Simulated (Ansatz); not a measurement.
**PbO: a single-point run**

Aim: a sound single-point run of PbO. The structure is shown as the input types it. The cell is built on a prototype (zincblende) and needn't be the phase found in nature.

Program: Ansatz 0.2.0. Level of theory: density functional or hybrid calculation with the settings of its input, plane waves (as first typed). These are calculated values, not measurements.

## 1. The system as given

Symmetry: F-43m, No. 216, cubic system. Conventional cell: a = 5.598 Å, b = 5.598 Å, c = 5.598 Å, α = 90.00°, β = 90.00°, γ = 90.00°. Pb (site symmetry -43m) has 4 O at 2.42 Å as nearest neighbours. Around O (site symmetry -43m) lie 4 Pb at 2.42 Å.

The input asks for a charge of +2 e on the cell.

Structure file:

```cif
data_structure
_symmetry_space_group_name_H-M 'P 1'
_symmetry_Int_Tables_number 1
_cell_length_a 3.9581
_cell_length_b 3.9581
_cell_length_c 3.9581
_cell_angle_alpha 60.000
_cell_angle_beta 60.000
_cell_angle_gamma 60.000
_cell_volume 43.85
loop_
_atom_site_label
_atom_site_type_symbol
_atom_site_fract_x
_atom_site_fract_y
_atom_site_fract_z
_atom_site_occupancy
Pb1 Pb 0.00000 0.00000 0.00000 1
O1 O 0.25000 0.25000 0.25000 1
```

## 2. Running it

input.yaml reads:

```yaml
crystal:
  lattice:
    - [0.0, 2.7987768025, 2.7987768025]
    - [2.7987768025, 0.0, 2.7987768025]
    - [2.7987768025, 2.7987768025, 0.0]
  atoms:
    - { symbol: Pb, position: [0.0, 0.0, 0.0] }
    - { symbol: O, position: [0.25, 0.25, 0.25] }
kpoints:
  mp_grid: { grid: [6, 6, 6] }
hamiltonian:
  xc: pbesol
scf:
  occupations: { method: fixed }
  n_extra_bands: 4
  max_iter: 83
output:
  forces: true
  stress: true
  eigenvalues: true
total_charge: 2
```

The run is started by

```sh
$ ansatz run input.yaml --threads 4 --pin off --max-ram 3686MiB --backend cpu --events-out ev --progress --plain --runs-dir out
```

What happens when this is run?

The run converged and reported no error, with warnings (unresolved pair at count). Its log warns: «a fill by count may have filled part of one level: at k-index 0 the highest filled band, 3.118019 eV, and the lowest empty band, 3.118019 eV, stand 7.105e-15 eV apart ...»

The suspect setting: total_charge is 2. The net charge is not the one intended, so the run treats another number of electrons.

To check: delete total_charge (the default then holds).
